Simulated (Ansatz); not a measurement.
# H3InS3: the cost of one run

Method: the settings change from run to run; program: Ansatz 0.2.0, Gaussian basis.

## (1) The geometry

The structure was relaxed beforehand with PBE0-D4 in a triple-zeta def2 set. In takes a core potential in def2 sets; no spin-orbit term is included.

SMILES `[SH][In]([SH])[SH]`, 7 atoms, charge 0, spin multiplicity 1.

Atoms are counted from 1 here; the program's logs count them from 0.

Bond lengths: S1–In2 2.375 Å, S1–H5 1.344 Å, In2–S3 2.375 Å, In2–S4 2.375 Å, S3–H6 1.344 Å, S4–H7 1.344 Å. Angles: In2–S1–H5 93.3°, S1–In2–S3 120.0°, S1–In2–S4 120.0°, S3–In2–S4 120.0°, In2–S3–H6 93.3°, In2–S4–H7 93.3°.

Coordinates:

```csv
atom,x (Å),y (Å),z (Å)
S1,-2.0988,0.4570,-0.9975
In2,0.0089,-0.0054,-0.0048
S3,0.1151,-0.9015,2.1924
S4,2.0098,0.4282,-1.2091
H5,-2.7854,0.0278,0.0752
H6,1.4582,-0.9500,2.1914
H7,1.3535,0.8757,-2.2932
```

## (2) SPW92/def2-TZVPD

This run has charge +1, multiplicity 2, high accuracy.

in.yaml

```yaml
crystal:
  periodic: [false, false, false]
  atoms:
    - {symbol: S, position_ang: [-2.098803, 0.456954, -0.997523]}
    - {symbol: In, position_ang: [0.008937, -0.005416, -0.004829]}
    - {symbol: S, position_ang: [0.115132, -0.901466, 2.192413]}
    - {symbol: S, position_ang: [2.009793, 0.428240, -1.209117]}
    - {symbol: H, position_ang: [-2.785424, 0.027834, 0.075155]}
    - {symbol: H, position_ang: [1.458201, -0.949971, 2.191401]}
    - {symbol: H, position_ang: [1.353463, 0.875725, -2.293201]}
basis:
  gaussian: {orbitals: def2-TZVPD}
total_charge: 1
magnetization: {spin_polarized: true, initial_magnetization: 1}
hamiltonian: {xc: {name: SPW92}}
accuracy: high
output: {forces: true}
```

Started as:

```
> ansatz run in.yaml --threads 4 --pin off --events-out ev --progress --plain --max-ram 10444MiB
```

Q: Estimate wall time and peak memory on 4 threads of Intel Xeon Platinum 8488C, shared host.

About 19 s, with a peak of 1.4 GiB.
